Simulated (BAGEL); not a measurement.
**CH4Ga (SMILES [CH3][GaH]): UHF/3-21G (density fitting with qzvpp-jkfit)**

What is the vertical doublet–quartet gap of CH4Ga at UHF/3-21G (density fitting with qzvpp-jkfit)? 

Program for the calculation: BAGEL 1.2.2.

6 further runs of the same task are left out: 5 that didn't finish, 1 set aside as unsound or not needed.

## 1. The structure to begin with

The species is CH4Ga (6 atoms), meant as a doublet with charge 0. SMILES: `[CH3][GaH]`. The shape is that of a PBE0-D4/def2-TZVP optimisation.

Bond lengths: C1–Ga2 1.990 Å, C1–H3 1.089 Å, C1–H4 1.095 Å, C1–H5 1.094 Å, Ga2–H6 1.603 Å. Angles: C1–Ga2–H6 119.3°, Ga2–C1–H3 113.1°, Ga2–C1–H4 108.5°, Ga2–C1–H5 108.8°, H3–C1–H4 109.1°, H3–C1–H5 109.3°, H4–C1–H5 107.8°.

## 2. A single-point energy at UHF/3-21G (density fitting with qzvpp-jkfit)

input.json reads:

```json
{ "bagel" : [

{
  "title" : "molecule",
  "basis" : "3-21g",
  "df_basis" : "qzvpp-jkfit",
  "angstrom" : true,
  "geometry" : [
    { "atom" : "C", "xyz" : [      -0.029300,      -0.418300,      -0.518000 ] },
    { "atom" : "Ga", "xyz" : [       0.685700,       0.372600,       1.162100 ] },
    { "atom" : "H", "xyz" : [       0.574700,      -1.243100,      -0.892900 ] },
    { "atom" : "H", "xyz" : [      -1.046400,      -0.775600,      -0.328700 ] },
    { "atom" : "H", "xyz" : [      -0.085700,       0.364700,      -1.280300 ] },
    { "atom" : "H", "xyz" : [      -0.056900,       1.635600,       1.811600 ] }
  ]
},

{ "title" : "uhf", "nopen" : 1 },

{ "title" : "print", "file" : "orbitals.molden", "orbitals" : true }

]}
```

Started as:

```console
$ BAGEL_NUM_THREADS=1 BAGEL input.json > input.out
```

Output:

```text
* using 1 threads per process

  ===============================================================
  ===============================================================

  *** Geometry ***

  { "atom" : "C", "xyz" : [     -0.055369,     -0.790472,     -0.978878 ] },
  { "atom" : "Ga", "xyz" : [      1.295785,      0.704112,      2.196051 ] },
  { "atom" : "H", "xyz" : [      1.086026,     -2.349119,     -1.687336 ] },
  { "atom" : "H", "xyz" : [     -1.977409,     -1.465672,     -0.621153 ] },
  { "atom" : "H", "xyz" : [     -0.161950,      0.689183,     -2.419416 ] },
  { "atom" : "H", "xyz" : [     -0.107525,      3.090836,      3.423428 ] },

  Number of auxiliary basis functions:      413

  Since a DF basis is specified, we compute 2- and 3-index integrals:
    o Being stored without compression. Storage requirement is 0.005 GB

  Number of basis functions:       39
  Number of electrons      :       41

    * METHOD: MOLECULE                             0.12

  *** Open-shell HF ***

  === Nuclear Repulsion ===
    89.8710018499

      * DIIS with orbital gradients will be used.

  === UHF iteration (3-21g) ===
      0      -1953.69987620          0.04021925           0.04
      1      -1953.75521272          0.01647767           0.04
      2      -1953.76521868          0.00800910           0.04
      3      -1953.76752873          0.00127539           0.04
      4      -1953.76801094          0.00032175           0.04
      5      -1953.76808095          0.00007095           0.04
      6      -1953.76809424          0.00002390           0.04
      7      -1953.76809687          0.00000916           0.04
      8      -1953.76809716          0.00000277           0.04
      9      -1953.76809717          0.00000166           0.04
     10      -1953.76809718          0.00000110           0.04
     11      -1953.76809718          0.00000033           0.04
     12      -1953.76809718          0.00000011           0.04
     13      -1953.76809718          0.00000007           0.04
     14      -1953.76809718          0.00000004           0.04
     15      -1953.76809718          0.00000001           0.04
     16      -1953.76809718          0.00000001           0.04
    * SCF iteration converged.

    * S^2 (UHF) is 0.7525

    * Permanent dipole moment:
           (   -0.046820,     0.154613,     0.125945) a.u.

    * METHOD: UHF                                  0.77

    * METHOD: PRINT                                0.00

  ===============================================================
```

Run time: 1 s. Hardware: 1 thread of Arm Neoverse V1, shared host.

## 3. The quartet

job.json reads:

```json
{ "bagel" : [

{
  "title" : "molecule",
  "basis" : "3-21g",
  "df_basis" : "qzvpp-jkfit",
  "angstrom" : true,
  "geometry" : [
    { "atom" : "C", "xyz" : [      -0.029300,      -0.418300,      -0.518000 ] },
    { "atom" : "Ga", "xyz" : [       0.685700,       0.372600,       1.162100 ] },
    { "atom" : "H", "xyz" : [       0.574700,      -1.243100,      -0.892900 ] },
    { "atom" : "H", "xyz" : [      -1.046400,      -0.775600,      -0.328700 ] },
    { "atom" : "H", "xyz" : [      -0.085700,       0.364700,      -1.280300 ] },
    { "atom" : "H", "xyz" : [      -0.056900,       1.635600,       1.811600 ] }
  ]
},

{ "title" : "uhf", "charge" : 0, "nopen" : 3 },

{ "title" : "print", "file" : "orbitals.molden", "orbitals" : true }

]}
```

Started as:

```console
$ BAGEL_NUM_THREADS=1 BAGEL job.json > job.out
```

Output:

```text
* using 1 threads per process

  ===============================================================
  ===============================================================

  *** Geometry ***

  { "atom" : "C", "xyz" : [     -0.055369,     -0.790472,     -0.978878 ] },
  { "atom" : "Ga", "xyz" : [      1.295785,      0.704112,      2.196051 ] },
  { "atom" : "H", "xyz" : [      1.086026,     -2.349119,     -1.687336 ] },
  { "atom" : "H", "xyz" : [     -1.977409,     -1.465672,     -0.621153 ] },
  { "atom" : "H", "xyz" : [     -0.161950,      0.689183,     -2.419416 ] },
  { "atom" : "H", "xyz" : [     -0.107525,      3.090836,      3.423428 ] },

  Number of auxiliary basis functions:      413

  Since a DF basis is specified, we compute 2- and 3-index integrals:
    o Being stored without compression. Storage requirement is 0.005 GB

  Number of basis functions:       39
  Number of electrons      :       41

    * METHOD: MOLECULE                             0.12

  *** Open-shell HF ***

  === Nuclear Repulsion ===
    89.8710018499

      * DIIS with orbital gradients will be used.

  === UHF iteration (3-21g) ===
      0      -1953.56789066          0.02570114           0.04
      1      -1953.60778517          0.00679073           0.04
      2      -1953.61287567          0.00321435           0.04
      3      -1953.61376396          0.00104058           0.04
      4      -1953.61414950          0.00033289           0.04
      5      -1953.61420782          0.00017963           0.04
      6      -1953.61423148          0.00014387           0.04
      7      -1953.61425190          0.00008071           0.04
      8      -1953.61425823          0.00003232           0.04
      9      -1953.61426165          0.00001102           0.04
     10      -1953.61426187          0.00000404           0.04
     11      -1953.61426189          0.00000168           0.04
     12      -1953.61426190          0.00000051           0.04
     13      -1953.61426190          0.00000018           0.04
     14      -1953.61426190          0.00000010           0.04
     15      -1953.61426190          0.00000005           0.04
     16      -1953.61426190          0.00000002           0.04
     17      -1953.61426190          0.00000002           0.04
     18      -1953.61426190          0.00000001           0.04
     19      -1953.61426190          0.00000001           0.04
    * SCF iteration converged.

    * S^2 (UHF) is 3.7826

    * Permanent dipole moment:
           (    0.717495,     0.296408,     1.104668) a.u.

    * METHOD: UHF                                  0.90

    * METHOD: PRINT                                0.00

  ===============================================================
```

It took 1.1 s on 1 thread of Arm Neoverse V1, shared host.

## 4. Outcome

At UHF/3-21G (density fitting with qzvpp-jkfit):

| quantity | value |
| --- | --- |
| doublet: total energy | -1953.76810 Eh |
| doublet: dipole moment | 0.52 D |
| doublet: ⟨S²⟩ | 0.752 |
| quartet: total energy | -1953.61426 Eh |
| quartet: dipole moment | 3.43 D |
| quartet: ⟨S²⟩ | 3.783 |
| vertical energy of the quartet above the doublet | 4.186 eV |

**Reading.** At this shape the quartet lies 4.19 eV (97 kcal/mol) above the doublet.
